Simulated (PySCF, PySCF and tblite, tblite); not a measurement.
**C₆H₈NOS−: a path driven as rotation about a bond, and NMR exchange**

Aim: the barrier and rate of rotation about a bond in C₆H₈NOS− (`CN(C)c1ccc([O-])s1`), and what it does to NMR lines.

Programs: PySCF 2.14.0 with density-fitted response routines of our own, and tblite 0.8.0. All values are computed, except where a source is named. Atoms count from 0 throughout.

## (1) The starting structure

17 atoms, charge -1, multiplicity 1; geometry from: force field or distance geometry start.

Bonds of the start (Å): C0–H10 1.09, C0–H11 1.09, C0–H9 1.11, C0–N1 1.44, C2–H12 1.10, C2–H13 1.09, C2–H14 1.11, C3–C4 1.40, C3–S8 1.72, C4–C5 1.42, C4–H15 1.08, C5–C6 1.39, C5–H16 1.09, C6–O7 1.22, C6–S8 1.72, N1–C2 1.46, N1–C3 1.39.

## (2) GFN2-xTB relaxation, start minimum

The job: settings as JSON, then the geometry in Å.

```
{"job": {"xc": "GFN2-xTB", "basis": "xTB", "kind": "relax"}, "charge": -1, "multiplicity": 1}
C     -1.630500     1.117200    -1.001300
N     -1.047600     0.016200    -0.269900
C     -1.800200    -0.466300     0.887600
C      0.337900    -0.081400    -0.219400
C      1.089900    -0.920300     0.608900
C      2.491900    -0.769300     0.421800
C      2.852300     0.168500    -0.534200
O      3.907200     0.596400    -0.967200
S      1.417500     0.821500    -1.211300
H     -2.735000     1.025600    -1.025300
H     -1.403400     2.079100    -0.532500
H     -1.313800     1.128400    -2.043600
H     -1.587700     0.128600     1.789400
H     -1.604600    -1.520400     1.086700
H     -2.889700    -0.378700     0.698800
H      0.664600    -1.612400     1.321500
H      3.244400    -1.320600     0.980100
```

Run with:

```sh
$ OMP_NUM_THREADS=1 python ens_run.py task.json out
```

One launch serves the whole session.

Log:

```text
step      E/eV     max force
  0    -744.25826    3.155
  1    -744.47482    2.301
  2    -744.58335    0.753
  3    -744.62981    0.738
  4    -744.64965    0.440
  5    -744.65830    0.266
  6    -744.66661    0.294
  7    -744.67384    0.271
  8    -744.67814    0.201
  9    -744.68115    0.144
 10    -744.68384    0.144
 11    -744.68662    0.173
 12    -744.68910    0.167
 13    -744.69121    0.129
 14    -744.69323    0.135
 15    -744.69515    0.115
 16    -744.69656    0.077
 17    -744.69742    0.079
 18    -744.69814    0.096
 19    -744.69900    0.087
 20    -744.69998    0.088
 21    -744.70098    0.075
 22    -744.70199    0.077
 23    -744.70312    0.093
 24    -744.70426    0.081
 25    -744.70515    0.070
 26    -744.70573    0.055
 27    -744.70621    0.078
 28    -744.70679    0.087
 29    -744.70743    0.065
 30    -744.70800    0.055
 31    -744.70844    0.047
 32    -744.70875    0.040
 33    -744.70896    0.032
 34    -744.70908    0.025
 35    -744.70917    0.022
 36    -744.70926    0.028
 37    -744.70937    0.029
 38    -744.70949    0.031
 39    -744.70961    0.028
 40    -744.70971    0.027
 41    -744.70982    0.034
 42    -744.70997    0.037
 43    -744.71014    0.037
 44    -744.71035    0.043
 45    -744.71059    0.043
 46    -744.71088    0.046
 47    -744.71120    0.051
 48    -744.71150    0.045
 49    -744.71174    0.035
 50    -744.71192    0.036
 51    -744.71205    0.032
 52    -744.71213    0.020
 53    -744.71219    0.017
 54    -744.71222    0.016
 55    -744.71226    0.014
 56    -744.71228    0.011
 57    -744.71230    0.011
 58    -744.71231    0.013
 59    -744.71233    0.011
 60    -744.71236    0.013
 61    -744.71238    0.013
 62    -744.71240    0.009
 63    -744.71242    0.008
 64    -744.71243    0.006
 65    -744.71243    0.005
 66    -744.71244    0.005
 67    -744.71244    0.006
 68    -744.71245    0.010
 69    -744.71247    0.013
 70    -744.71250    0.016
 71    -744.71253    0.015
 72    -744.71257    0.016
 73    -744.71261    0.016
 74    -744.71265    0.020
 75    -744.71272    0.023
 76    -744.71281    0.023
 77    -744.71291    0.028
 78    -744.71303    0.030
 79    -744.71318    0.029
 80    -744.71335    0.026
 81    -744.71351    0.027
 82    -744.71369    0.037
 83    -744.71388    0.062
 84    -744.71438    0.077
 85    -744.71546    0.100
 86    -744.70941    0.474
 87    -744.71926    0.188
 88    -744.72232    0.131
 89    -744.72719    0.194
 90    -744.73090    0.189
 91    -744.73958    0.142
 92    -744.74214    0.220
 93    -744.74577    0.149
 94    -744.74861    0.233
 95    -744.75279    0.212
 96    -744.75510    0.156
 97    -744.75820    0.145
 98    -744.76061    0.116
 99    -744.76355    0.122
100    -744.76555    0.120
101    -744.76828    0.121
102    -744.77214    0.145
103    -744.76459    0.400
104    -744.77731    0.136
105    -744.77975    0.089
106    -744.78517    0.219
107    -744.78722    0.163
108    -744.78939    0.117
109    -744.79350    0.124
110    -744.79557    0.119
111    -744.79783    0.118
112    -744.80061    0.123
113    -744.80271    0.111
114    -744.80421    0.129
115    -744.80570    0.136
116    -744.80803    0.128
117    -744.81058    0.130
118    -744.81332    0.123
119    -744.81641    0.163
120    -744.82037    0.169
121    -744.82438    0.147
122    -744.82379    0.293
123    -744.83021    0.167
124    -744.83284    0.171
125    -744.83974    0.187
126    -744.84509    0.231
127    -744.85055    0.194
128    -744.85221    0.278
129    -744.85580    0.262
130    -744.85863    0.121
131    -744.86038    0.116
132    -744.86231    0.133
133    -744.86365    0.085
134    -744.86464    0.078
135    -744.86560    0.079
136    -744.86646    0.081
137    -744.86709    0.044
138    -744.86744    0.039
139    -744.86761    0.036
140    -744.86777    0.029
141    -744.86794    0.040
142    -744.86812    0.039
143    -744.86829    0.024
144    -744.86843    0.026
145    -744.86854    0.032
146    -744.86863    0.025
147    -744.86871    0.018
148    -744.86877    0.016
149    -744.86880    0.012
150    -744.86882    0.014
151    -744.86885    0.012
152    -744.86887    0.013
153    -744.86889    0.011
154    -744.86891    0.011
155    -744.86893    0.011
156    -744.86894    0.008
157    -744.86896    0.007
158    -744.86896    0.006
159    -744.86897    0.005
160    -744.86897    0.005
161    -744.86897    0.004
162    -744.86898    0.004
163    -744.86898    0.004
164    -744.86899    0.006
165    -744.86900    0.008
166    -744.86902    0.011
167    -744.86903    0.008
168    -744.86904    0.006
169    -744.86904    0.005
170    -744.86905    0.005
171    -744.86905    0.005
172    -744.86905    0.004
173    -744.86905    0.004
174    -744.86906    0.004
175    -744.86906    0.005
176    -744.86906    0.004
177    -744.86906    0.004
178    -744.86906    0.003
```

Wall time 1 s (1 thread of Arm Neoverse V2, shared host).

Relaxing gained 0.611 eV and moved the atoms by 0.99 Å on average (rms).

## (3) Relaxed scan, rotation

The job: settings as JSON, then the geometry in Å.

```
{"job": {"xc": "GFN2-xTB", "basis": "xTB", "coordinate": [["t", [4, 3, 1, 0], 0.25], ["t", [4, 3, 1, 2], 0.25], ["t", [8, 3, 1, 0], 0.25], ["t", [8, 3, 1, 2], 0.25]], "kind": "drive"}, "charge": -1, "multiplicity": 1}
C     -1.677409     0.565704    -1.163156
N     -1.144619    -0.212972    -0.061438
C     -1.733956     0.188715     1.201629
C      0.265931    -0.189733    -0.024128
C      1.098536    -1.246098    -0.174780
C      2.471010    -0.944332    -0.093950
C      2.797277     0.377065     0.126857
O      3.862502     0.979377     0.249047
S      1.188408     1.304708     0.238356
H     -2.761544     0.430181    -1.213273
H     -1.455716     1.638999    -1.062231
H     -1.230492     0.206838    -2.089563
H     -1.517657     1.239215     1.448839
H     -1.326092    -0.442126     1.990554
H     -2.817980     0.050171     1.157099
H      0.726615    -2.246864    -0.344788
H      3.248186    -1.686819    -0.194985
```

Log:

```text
point  coordinate     E/eV
  0     15.000     -744.86055
  1     29.800     -744.83571
  2     44.700     -744.80125
  3     59.700     -744.75880
  4     74.800     -744.72087
  5     90.100     -744.71005
  6    105.300     -744.72525
  7    120.200     -744.74034
  8    135.000     -744.74016
  9    150.000     -744.72926
 10    165.100     -744.72138
 11    180.100     -744.71521
```

Run time: 2.8 s. Hardware: 1 thread of Arm Neoverse V2, shared host.

The highest point is number 5, 3.5 kcal/mol above the first.

## (4) Nudged elastic band, leg 1

The job, as its differences from that of step 3:

```diff
@@ -1,2 +1,2 @@
-{"job": {"xc": "GFN2-xTB", "basis": "xTB", "coordinate": [["t", [4, 3, 1, 0], 0.25], ["t", [4, 3, 1, 2], 0.25], ["t", [8, 3, 1, 0], 0.25], ["t", [8, 3, 1, 2], 0.25]], "kind": "drive"}, "charge": -1, "multiplicity": 1}
+{"job": {"xc": "GFN2-xTB", "basis": "xTB", "kind": "neb"}, "charge": -1, "multiplicity": 1}
 C     -1.677409     0.565704    -1.163156
```

Log:

```text
image   E - E0 / eV
  0       0.0000
  1       0.0575
  2       0.1470
  3       0.1378
  4       0.1360
  5       0.1507
  6       0.1250
```

Wall time 1.6 s (1 thread of Arm Neoverse V2, shared host).

The highest point is number 5, 3.5 kcal/mol above the first.

## (5) Saddle search, leg 1

The job: settings as JSON, then the geometry in Å.

```
{"job": {"xc": "GFN2-xTB", "basis": "xTB", "kind": "saddle"}, "charge": -1, "multiplicity": 1}
C     -1.826787    -0.768240    -0.684443
N     -1.126941    -0.153679     0.420366
C     -1.591065     1.188327     0.689917
C      0.285413    -0.254528     0.321607
C      1.125338     0.256232    -0.613458
C      2.486288    -0.035393    -0.414984
C      2.790936    -0.795656     0.695513
O      3.844447    -1.225542     1.160935
S      1.169639    -1.155999     1.545272
H     -2.893997    -0.826454    -0.449185
H     -1.713754    -0.216985    -1.635194
H     -1.440193    -1.776396    -0.823312
H     -1.470291     1.873467    -0.168343
H     -1.028366     1.587750     1.531931
H     -2.652680     1.157156     0.954154
H      0.773255     0.843792    -1.452905
H      3.268757     0.302149    -1.077870
```

Log:

```text
step      E/eV     max force
  0    -744.71841   0.0145
  1    -744.71842   0.0095
  2    -744.71842   0.0037
  3    -744.71842   0.0000
lowest wavenumbers (cm-1): -25.5 89.6 151.4 199.0 214.2 221.1
```

Wall time 2.3 s (1 thread of Arm Neoverse V2, shared host).

Point group Cs; 1 imaginary mode, 26i cm⁻¹, carried by C2, C0, C4, S8. It was not shown to link both ends.

## (6) Saddle search, leg 1

The job: settings as JSON, then the geometry in Å.

```
{"job": {"xc": "GFN2-xTB", "basis": "xTB", "kind": "saddle"}, "charge": -1, "multiplicity": 1}
C     -1.767633    -0.187182    -1.035804
N     -1.129313    -0.206789     0.259792
C     -1.683350     0.790333     1.147815
C      0.294807    -0.201904     0.199916
C      1.108372    -0.658804    -0.782074
C      2.494942    -0.579963    -0.496457
C      2.850645    -0.059307     0.720012
O      3.918120     0.150842     1.295447
S      1.231922     0.371113     1.569788
H     -2.847821    -0.283235    -0.895500
H     -1.569018     0.736856    -1.606436
H     -1.421278    -1.037131    -1.621357
H     -1.488917     1.823464     0.816229
H     -1.240323     0.662465     2.132795
H     -2.763836     0.641203     1.215053
H      0.759518    -1.063742    -1.722270
H      3.253161    -0.898219    -1.196949
```

Log:

```text
step      E/eV     max force
  0    -744.71005   0.0299
  1    -744.71181   0.0639
  2    -744.71150   0.0247
  3    -744.71200   0.0381
  4    -744.71207   0.0051
  5    -744.71207   0.0010
lowest wavenumbers (cm-1): -55.7 98.8 167.8 175.6 230.7 254.4
```

It took 2.4 s on 1 thread of Arm Neoverse V2, shared host.

Point group C1; 1 imaginary mode, 56i cm⁻¹, carried by C0, C2, S8, C4. Steps downhill from it reached both ends.

## (7) Saddle search, other pyramid

The job: settings as JSON, then the geometry in Å.

```
{"job": {"xc": "GFN2-xTB", "basis": "xTB", "kind": "saddle"}, "charge": -1, "multiplicity": 1}
C     -1.662389    -0.263753     1.595996
N     -1.128625    -0.206700     0.253997
C     -1.748115    -1.183191    -0.611589
C      0.295715    -0.199879     0.206759
C      1.104227    -0.683679    -0.765883
C      2.492265    -0.596851    -0.492239
C      2.856091    -0.039478     0.704975
O      3.925997     0.192103     1.266706
S      1.238741     0.418180     1.552748
H     -2.753110    -0.223976     1.542174
H     -1.371459    -1.177660     2.141677
H     -1.315168     0.599623     2.160811
H     -1.578992    -2.221223    -0.281593
H     -1.334700    -1.072620    -1.611406
H     -2.825307    -0.996623    -0.643370
H      0.744298    -1.115885    -1.689154
H      3.244586    -0.945903    -1.184074
```

Log:

```text
step      E/eV     max force
  0    -744.68773   0.2163
  1    -744.70472   0.1079
  2    -744.71035   0.1382
  3    -744.71174   0.0279
  4    -744.71175   0.0232
  5    -744.71189   0.0709
  6    -744.71205   0.0152
  7    -744.71207   0.0030
lowest wavenumbers (cm-1): -55.6 98.9 167.5 176.1 230.8 254.5
```

It took 2.9 s on 1 thread of Arm Neoverse V2, shared host.

Point group C1; 1 imaginary mode, 56i cm⁻¹, carried by C2, C0, S8, C4. It was not shown to link both ends.

## (8) Shieldings, start: PBE0/pcSseg-1

The job: settings as JSON, then the geometry in Å.

```
{"job": {"kind": "nmr", "xc": "PBE0", "basis": "pcSseg-1", "pop": false}, "charge": -1, "multiplicity": 1}
C     -1.677409     0.565704    -1.163156
N     -1.144619    -0.212972    -0.061438
C     -1.733956     0.188715     1.201629
C      0.265931    -0.189733    -0.024128
C      1.098536    -1.246098    -0.174780
C      2.471010    -0.944332    -0.093950
C      2.797277     0.377065     0.126857
O      3.862502     0.979377     0.249047
S      1.188408     1.304708     0.238356
H     -2.761544     0.430181    -1.213273
H     -1.455716     1.638999    -1.062231
H     -1.230492     0.206838    -2.089563
H     -1.517657     1.239215     1.448839
H     -1.326092    -0.442126     1.990554
H     -2.817980     0.050171     1.157099
H      0.726615    -2.246864    -0.344788
H      3.248186    -1.686819    -0.194985
```

Log:

```text
coarse grid: 15248 points
cycle   1  E = -760.7819919121  dE =  1.523e+00  |g| = 8.732e-01  |ddm| = 4.028e+00
cycle   2  E = -760.0573436528  dE =  7.246e-01  |g| = 1.984e+00  |ddm| = 4.279e+00
cycle   3  E = -760.9210768320  dE = -8.637e-01  |g| = 3.451e-01  |ddm| = 3.720e+00
cycle   4  E = -760.9490369566  dE = -2.796e-02  |g| = 1.401e-01  |ddm| = 6.000e-01
cycle   5  E = -760.9530809487  dE = -4.044e-03  |g| = 6.219e-02  |ddm| = 2.091e-01
cycle   6  E = -760.9539877560  dE = -9.068e-04  |g| = 1.615e-02  |ddm| = 8.184e-02
cycle   7  E = -760.9540458170  dE = -5.806e-05  |g| = 7.568e-03  |ddm| = 2.596e-02
cycle   8  E = -760.9540603866  dE = -1.457e-05  |g| = 1.403e-03  |ddm| = 9.861e-03
cycle   9  E = -760.9540608707  dE = -4.841e-07  |g| = 4.854e-04  |ddm| = 2.375e-03
final grid: 144176 points
cycle  10  E = -761.0192985214  dE = -2.808e-05  |g| = 1.222e-02  |ddm| = 4.238e-02
cycle  11  E = -761.0192321283  dE =  6.639e-05  |g| = 2.130e-02  |ddm| = 3.470e-02
cycle  12  E = -761.0193292098  dE = -9.708e-05  |g| = 3.459e-03  |ddm| = 2.598e-02
cycle  13  E = -761.0193318970  dE = -2.687e-06  |g| = 4.710e-04  |ddm| = 4.294e-03
cycle  14  E = -761.0193319476  dE = -5.063e-08  |g| = 2.289e-04  |ddm| = 9.105e-04
cycle  15  E = -761.0193319612  dE = -1.358e-08  |g| = 7.283e-05  |ddm| = 3.484e-04
cycle  16  E = -761.0193319624  dE = -1.193e-09  |g| = 2.759e-05  |ddm| = 1.034e-04
cycle  17  E = -761.0193319625  dE = -1.578e-10  |g| = 5.451e-06  |ddm| = 2.905e-05
converged SCF energy = -761.0193319625

GIAO shielding tensors (ppm)
atom      isotropic    diamagn.    paramagn.     s11        s22        s33       span
  0 C      135.357     246.586    -111.230    109.613    115.231    181.226     71.613
  1 N      212.529     320.695    -108.166    171.507    218.447    247.632     76.125
  2 C      135.346     246.592    -111.245    109.656    115.193    181.191     71.535
  3 C       56.974     259.452    -202.478    -10.424     85.161     96.185    106.609
  4 C       64.644     247.851    -183.206    -11.931     68.093    137.771    149.703
  5 C      110.218     254.627    -144.409     75.331    118.694    136.627     61.295
  6 C        2.378     250.953    -248.575    -64.461     26.246     45.349    109.809
  7 O       -3.505     396.628    -400.133   -220.321    -36.398    246.205    466.526
  8 S      403.633    1058.200    -654.567    174.253    476.689    559.957    385.704
  9 H       29.552      30.446      -0.895     25.362     26.860     36.432     11.070
 10 H       29.276      30.432      -1.156     24.926     29.168     33.734      8.808
 11 H       29.305      30.550      -1.245     25.771     27.067     35.077      9.306
 12 H       29.276      30.432      -1.157     24.924     29.168     33.735      8.812
 13 H       29.304      30.550      -1.245     25.778     27.060     35.074      9.296
 14 H       29.549      30.445      -0.896     25.353     26.864     36.429     11.076
 15 H       25.825      32.781      -6.956     24.322     24.422     28.733      4.411
 16 H       28.067      30.923      -2.856     25.058     27.503     31.641      6.582
```

Run time: 26 s. Hardware: 1 thread of Arm Neoverse V2, shared host; peak memory 0.9 GiB.

In short: HOMO -0.10 eV, LUMO 4.70 eV.

## (9) Shieldings, saddle of leg 1: PBE0/pcSseg-1

The job: settings as JSON, then the geometry in Å.

```
{"job": {"kind": "nmr", "xc": "PBE0", "basis": "pcSseg-1", "pop": false}, "charge": -1, "multiplicity": 1}
C     -1.750651    -0.155181    -1.049670
N     -1.128625    -0.206700     0.253997
C     -1.698719     0.764095     1.159035
C      0.295715    -0.199879     0.206759
C      1.104227    -0.683679    -0.765883
C      2.492265    -0.596851    -0.492239
C      2.856091    -0.039478     0.704975
O      3.925997     0.192103     1.266706
S      1.238741     0.418180     1.552748
H     -2.834979    -0.205375    -0.923714
H     -1.505272     0.761294    -1.613138
H     -1.433371    -1.015375    -1.636523
H     -1.561770     1.803592     0.818889
H     -1.218930     0.657802     2.129229
H     -2.769603     0.567240     1.262056
H      0.744298    -1.115885    -1.689154
H      3.244586    -0.945903    -1.184074
```

Log:

```text
coarse grid: 15248 points
cycle   1  E = -760.7662925981  dE =  1.549e+00  |g| = 8.861e-01  |ddm| = 4.023e+00
cycle   2  E = -759.9136096238  dE =  8.527e-01  |g| = 2.080e+00  |ddm| = 4.840e+00
cycle   3  E = -760.9140073518  dE = -1.000e+00  |g| = 3.415e-01  |ddm| = 4.258e+00
cycle   4  E = -760.9402667395  dE = -2.626e-02  |g| = 1.597e-01  |ddm| = 6.255e-01
cycle   5  E = -760.9459319886  dE = -5.665e-03  |g| = 5.663e-02  |ddm| = 2.152e-01
cycle   6  E = -760.9467066619  dE = -7.747e-04  |g| = 1.475e-02  |ddm| = 7.807e-02
cycle   7  E = -760.9467588708  dE = -5.221e-05  |g| = 5.685e-03  |ddm| = 2.332e-02
cycle   8  E = -760.9467664503  dE = -7.579e-06  |g| = 1.766e-03  |ddm| = 7.917e-03
final grid: 144176 points
cycle   9  E = -761.0118058536  dE = -1.759e-05  |g| = 1.363e-02  |ddm| = 3.670e-02
cycle  10  E = -761.0117010550  dE =  1.048e-04  |g| = 2.555e-02  |ddm| = 4.288e-02
cycle  11  E = -761.0118445499  dE = -1.435e-04  |g| = 3.716e-03  |ddm| = 3.237e-02
cycle  12  E = -761.0118478083  dE = -3.258e-06  |g| = 3.827e-04  |ddm| = 4.491e-03
cycle  13  E = -761.0118478421  dE = -3.379e-08  |g| = 1.839e-04  |ddm| = 8.075e-04
cycle  14  E = -761.0118478509  dE = -8.743e-09  |g| = 5.915e-05  |ddm| = 2.778e-04
cycle  15  E = -761.0118478516  dE = -7.160e-10  |g| = 2.876e-05  |ddm| = 8.597e-05
converged SCF energy = -761.0118478516

GIAO shielding tensors (ppm)
atom      isotropic    diamagn.    paramagn.     s11        s22        s33       span
  0 C      143.615     246.752    -103.137    112.663    134.027    184.155     71.491
  1 N      206.454     323.383    -116.929    168.362    187.440    263.559     95.197
  2 C      138.945     246.540    -107.595    114.658    122.067    180.109     65.451
  3 C       56.346     257.710    -201.364    -15.416     89.071     95.383    110.800
  4 C       83.883     252.423    -168.540     13.639     82.701    155.310    141.671
  5 C      108.524     252.388    -143.864     72.121    122.595    130.856     58.735
  6 C        4.711     250.625    -245.915    -59.710     17.535     56.307    116.017
  7 O       18.679     395.922    -377.242   -175.367      5.300    226.106    401.473
  8 S      357.316    1057.916    -700.599    153.935    448.821    469.193    315.258
  9 H       29.773      30.579      -0.807     25.273     27.725     36.319     11.046
 10 H       30.052      30.726      -0.674     27.207     27.616     35.333      8.126
 11 H       28.689      31.466      -2.776     23.798     27.344     34.926     11.128
 12 H       29.728      30.305      -0.577     25.932     27.832     35.421      9.490
 13 H       28.179      30.494      -2.315     21.902     29.492     33.143     11.240
 14 H       29.822      30.284      -0.462     25.366     27.587     36.512     11.146
 15 H       26.710      33.744      -7.033     23.531     26.328     30.273      6.741
 16 H       27.893      30.848      -2.956     24.754     27.759     31.165      6.411
```

Run time: 25 s. Hardware: 1 thread of Arm Neoverse V2, shared host; peak memory 0.91 GiB.

Key values: HOMO 0.30 eV, LUMO 4.58 eV.

[end of part 1 of 2]
